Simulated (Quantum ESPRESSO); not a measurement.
Input of a Quantum ESPRESSO 7.5 run:

pw.in

```
&CONTROL
  calculation = 'vc-relax'
  prefix = 'pwscf'
  outdir = './tmp'
  pseudo_dir = './pseudo'
  tprnfor = .true.
  tstress = .true.
  disk_io = 'low'
  nstep = 40
  forc_conv_thr = 0.0004
  etot_conv_thr = 1d-05
/
&SYSTEM
  ibrav = 0
  celldm(1) = 8
  nat = 2
  ntyp = 2
  ecutwfc = 68
  ecutrho = 544
  nbnd = 15
  input_dft = 'sla+pw+psx+psc+vv10'
  occupations = 'smearing'
  smearing = 'fd'
  degauss = 0.00367493
/
&ELECTRONS
  conv_thr = 4d-10
  electron_maxstep = 120
  mixing_beta = 0.5
/
&IONS
  ion_dynamics = 'bfgs'
/
&CELL
  cell_dynamics = 'bfgs'
  press = 0
  press_conv_thr = 0.3
/
ATOMIC_SPECIES
Sn   118.7100 sn_pbesol_v1.4.uspp.F.UPF
Al    26.9815 al_pbesol_v1.uspp.F.UPF
CELL_PARAMETERS alat
  0.9916587319908   0.0000000000000   0.0000000000000
 -0.4958293659836   0.8588016537730   0.0000000000000
  0.0000000000000   0.0000000000000   0.7811293957550
ATOMIC_POSITIONS crystal
Sn     0.3333333333    0.6666666667    0.5000000000
Al     0.0000000000    0.0000000000    0.0000000000
K_POINTS automatic
7 7 8 0 0 0
```

Potentials or basis: GBRV 1.5 PBEsol.

The run is started by

```console
$ OMP_NUM_THREADS=1 mpirun -n 2 pw.x -nk 2 -in pw.in > pw.out
```

(1) Predict the space group after relaxing (to 0.05 Å).

(2) What does it give for the relaxed volume?

Answers

(1) P-6m2 (No. 187).

(2) 23.64 Å³/atom.

Caveat: rVV10's parameter b was fitted to another functional.
